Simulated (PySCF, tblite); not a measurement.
**C6H16AlBO: geometry, infrared bands and NMR shifts**

Wanted: the infrared bands and NMR shifts of C6H16AlBO (`CB(C)[C@@H]1CC[O+]([AlH3-])C1`), by calculation.

Computed with tblite 0.8.0 and PySCF 2.14.0, with density-fitted response routines of our own, on a single molecule in the gas phase. Atoms count from 0, in the outputs and in this text.

**1. Starting geometry**

25 atoms, charge 0, multiplicity 1; geometry from: force field or distance geometry start.

Bonds of the start (Å): C0–B1 1.58, B1–C2 1.59, B1–C3 1.61, C3–C4 1.51, C4–C5 1.52, C5–O6 1.41, O6–Al7 1.87, O6–C8 1.41, C8–C3 1.53, C0–H9 1.11, C0–H10 1.11, C0–H11 1.10, C2–H12 1.11, C2–H13 1.12, C2–H14 1.10, C3–H15 1.13, C4–H16 1.11, C4–H17 1.11, C5–H18 1.11, C5–H19 1.12, Al7–H20 1.60, Al7–H21 1.59, Al7–H22 1.59, C8–H23 1.12, C8–H24 1.12.

**2. Relaxing the molecule with GFN2-xTB**

The job: settings as JSON, then the geometry in Å.

```
{"job": {"kind": "relax", "xc": "GFN2-xTB", "basis": "xTB"}, "charge": 0, "multiplicity": 1}
C     -2.026600     1.092100    -0.645900
B     -1.664300     0.377000     0.716700
C     -2.790100     0.088800     1.803600
C     -0.145000    -0.064000     1.039200
C      0.852800     1.073100     0.998000
C      1.906800     0.584700     0.010900
O      1.798400    -0.819300    -0.049200
Al     2.551700    -1.520100    -1.607700
C      0.418300    -1.089700     0.054500
H     -2.777500     0.476000    -1.192300
H     -2.480000     2.087400    -0.429800
H     -1.136600     1.228500    -1.274400
H     -2.556400     0.617200     2.756600
H     -3.774100     0.457800     1.424500
H     -2.870000    -0.989900     1.992200
H     -0.118700    -0.519500     2.078200
H      1.308400     1.238400     1.997100
H      0.414100     2.031100     0.642000
H      1.725900     1.072500    -0.970300
H      2.930400     0.872900     0.377100
H      1.807800    -0.891000    -2.880000
H      4.099200    -1.162500    -1.662900
H      2.368100    -3.103100    -1.608400
H      0.245500    -2.125800     0.434400
H     -0.098900    -0.988200    -0.931300
```

Started as:

```console
> OMP_NUM_THREADS=1 python probes_run.py task.json out
```

The driver reads the jobs from task.json and runs them one after another.

**Question.** This job is followed by: GFN2-xTB harmonic vibrations, gas phase; GIAO PBE0/pcSseg-1 NMR shielding, non-relativistic, gas phase. What will the session give for the following? strongest single infrared mode (GFN2-xTB); zero-point energy (GFN2-xTB); ¹³C shifts against TMS (PBE0/pcSseg-1, means over atoms taken as alike); ¹H shifts against TMS (PBE0/pcSseg-1, means over atoms taken as alike); ¹¹B shifts against BF3·OEt2 (PBE0/pcSseg-1); ¹⁷O shifts against H2O (PBE0/pcSseg-1); ²⁷Al shifts against AlH4- (PBE0/pcSseg-1).

The runs gave:

```
                                                               quantity                                                     value
                              strongest single infrared mode (GFN2-xTB)                                      783 cm⁻¹, 873 km/mol
                                           zero-point energy (GFN2-xTB)                                            126.4 kcal/mol
¹³C shifts against TMS (PBE0/pcSseg-1, means over atoms taken as alike)                          78.3, 73.1, 39.9, 29.9, 15.0 ppm
 ¹H shifts against TMS (PBE0/pcSseg-1, means over atoms taken as alike)  4.69, 4.54, 4.24, 3.97, 3.73, 2.60, 2.02, 1.54, 1.03 ppm
                            ¹¹B shifts against BF3·OEt2 (PBE0/pcSseg-1)                                                  89.5 ppm
                                 ¹⁷O shifts against H2O (PBE0/pcSseg-1)                                                  56.9 ppm
                              ²⁷Al shifts against AlH4- (PBE0/pcSseg-1)                                                  77.7 ppm
```

What this shows: Relaxing lowered the energy by 0.803 eV in 190 steps; the close pair that moved most is C3–H15, from 1.135 to 1.094 Å. All 69 modes are real, so the xTB geometry is a minimum. Unscaled tight-binding wavenumbers are off by several per cent, some by more. Its intensities can rank the bands wrongly. At PBE0/pcSseg-1: Shielding is most anisotropic at B1 (span 171 ppm, paramagnetic term -178 ppm).
